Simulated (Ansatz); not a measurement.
Write a Python script for Ansatz 0.2.0 through its Python package that makes a ladder of methods at one geometry of CH₇OSi₂, SMILES C[SiH2]O[SiH2]. Level of theory (for the species named): r2scan0, def2-SVP basis, multiplicity 2. The script varies functional: r2scan0, revpbe, b3lyp, hse06, r2scan.

Input file `ch7osi2.xyz`:
```text
11

C    -0.77990    1.33900    0.11540
Si   -0.18850   -0.10040    1.00010
O     1.12680   -0.76430    0.28420
Si    1.68140   -1.51460   -1.10720
H    -1.12530    1.12330   -0.93570
H    -1.70260    1.81830    0.61030
H    -0.04270    2.17230    0.04800
H    -1.20630   -1.11470    1.07440
H     0.16700    0.30280    2.43300
H     1.39050   -0.59710   -2.21730
H     0.74500   -2.72160   -1.28430
```

Script `run_methods.py`:
```python
"""One geometry of CH7OSi2, method by method."""

from pathlib import Path

import ansatz as az
import numpy as np

geometry = az.Crystal.molecule_from_extxyz("ch7osi2.xyz")

model = (
    geometry.calculation()
    .basis(gaussian="def2-SVP")
    .spin("collinear", total=1)
)

print("functional    E (Ha)        dipole (D)   HOMO (eV)  LUMO (eV)")
for name in ["r2scan0", "revpbe", "b3lyp", "hse06", "r2scan"]:
    report = model.functional(name).forces().orbitals().run(runs_dir="runs").report
    lines = Path(report["orbitals_path"]).read_text().splitlines()
    field_of = lambda key: [line.split("=")[1].strip() for line in lines if line.startswith(key)]
    orbitals = [(27.211386 * float(e), s, float(n)) for e, s, n in zip(field_of("Ene="), field_of("Spin="), field_of("Occup="))]
    homo = max(e for e, _, n in orbitals if n > 0.5)
    lumo = min(e for e, _, n in orbitals if n < 0.5)
    dipole = 4.803205 * np.linalg.norm(report["charge_distribution"]["dipole_moment_e_ang"])
    print(f"{name:10s} {report['free_energy_ev'] / 27.211386246:14.6f} {dipole:9.3f} {homo:11.3f} {lumo:10.3f}")
```

```console
$ python run_methods.py
functional    E (Ha)        dipole (D)   HOMO (eV)  LUMO (eV)
r2scan0       -696.135321     1.189      -6.737     -2.311
revpbe        -696.104778     1.171      -5.223     -3.376
b3lyp         -696.314985     1.151      -6.148     -2.997
hse06         -695.871749     1.194      -6.051     -2.978
r2scan        -696.154629     1.185      -5.638     -3.065
```

Total energies depend on the basis set; only differences at equal settings carry meaning. The geometry is a force-field or estimated start, not a minimum of this method, and the basis set is short of its limit. A lower total doesn't mark the better method: functionals have no common bound, and MP2 and coupled cluster aren't variational. The species is open-shell (spin multiplicity 2). b3lyp holds the VWN-RPA fit, as in Gaussian; the form of ORCA and Turbomole is b3lyp5. Levels such as HOMO and LUMO are orbital energies: with these approximate functionals they aren't the ionisation energy and electron affinity, and their gap isn't the fundamental gap. hse06 follows the composition of plane-wave codes, whose totals differ by tens of mHa, up to about 0.1 Ha, from the form usual in Gaussian-basis programs (wpbeh). The whole script took 47 s on 1 thread of Intel(R) Xeon(R) Platinum 8488C (Sapphire Rapids) (shared host), peak memory 0.39 GiB.

(Lines on the test bed's own set-up are left out of the output.)
